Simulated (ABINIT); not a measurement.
A calculation with ABINIT 10.8.3 (patched build) of TaTe (native input, structure from a POSCAR):

Contents of run.abi:

```
# Pseudopotentials
pp_dirpath "./"
pseudos "Ta.GGA_PBE-JTH.xml, Te.GGA_PBE-JTH.xml"

# Structure
structure "poscar:POSCAR"
natom 2

# Plane-wave basis
ecut 517.016339 eV
pawecutdg 38.0
pawxcdev 0

# k points
kptopt 1
ngkpt 8 8 8
nshiftk 1
shiftk 0.0 0.0 0.0

# Exchange and correlation
ixc 11

# Bands and occupations
nband 14
occopt 3
tsmear 0.05 eV

# SCF cycle
nstep 100
tolvrs 1.0e-9

# Output
iomode 3
prtwf 0
prtden 0
prteig 0
prtebands 0
enunit 2
```

POSCAR

```
TaTe
1.0
    3.4200900000      0.0000000000      0.0000000000
    0.0000000000      3.4200900000      0.0000000000
    0.0000000000      0.0000000000      3.4200900000
Ta Te
1 1
Direct
    0.5000000000      0.5000000000      0.5000000000  Ta
    0.0000000000      0.0000000000      0.0000000000  Te
```

Potentials or basis: JTH PAW PBE v2.0.

Run with:

```sh
$ abinit run.abi > log 2>&1
```

The cell was built by a generator and needn't be a form met in nature.

**Question.** Write the same calculation in another form: ASE script, structure from a POSCAR.

**Answer.** As run:

Contents of run.py:

```python
import json, os
import numpy as np
from ase.units import GPa
from ase.calculators.abinit import Abinit, AbinitProfile
from ase.io import read

atoms = read('POSCAR')

profile = AbinitProfile(command='abinit', pp_paths=[os.path.abspath('pseudos')])
params = dict(
    pps='pawxml', xc='PBE',
    ecut=517.0163,
    pawecutdg=1034.0327,
    pawxcdev=0,
    kptopt=1,
    ngkpt=[8, 8, 8],
    nshiftk=1,
    shiftk=[0.0, 0.0, 0.0],
    ixc=11,
    nband=14,
    occopt=3,
    tsmear=0.05,
    nstep=100,
    tolvrs=1e-09,
    prtwf=0,
    prtden=0,
)

atoms.calc = Abinit(profile=profile, directory='run', **params)
energy = atoms.get_potential_energy()
forces = atoms.get_forces()
stress = atoms.get_stress()
print(f'energy {energy:.6f} eV')
print('forces (eV/A)')
print(np.round(forces, 5))
print('stress (GPa, Voigt, tension positive)', np.round(stress / GPa, 4))
json.dump(dict(energy=energy, forces=forces.tolist(), stress=stress.tolist(), cell=atoms.cell.tolist(), frac=atoms.get_scaled_positions(wrap=False).tolist()), open('results.json', 'w'))
```

File POSCAR:

```
TaTe
1.0
    3.4200900000      0.0000000000      0.0000000000
    0.0000000000      3.4200900000      0.0000000000
    0.0000000000      0.0000000000      3.4200900000
Ta Te
1 1
Direct
    0.5000000000      0.5000000000      0.5000000000
    0.0000000000      0.0000000000      0.0000000000
```

Potentials or basis: JTH PAW PBE v2.0.

Command:

```bash
$ python run.py
```

Both were run:

|  | native input, structure from a POSCAR | ASE script, structure from a POSCAR |
| --- | --- | --- |
| Pressure | 1.3 GPa | 1.3 GPa |
| Band gap on the k mesh | none (metal or under the smearing width) | none (metal or under the smearing width) |
| Valence electrons inside the program's atomic spheres | Ta 10.49; Te 3.18 | Ta 10.49; Te 3.18 |

Keys that steer only the numerical path or the files written may differ.
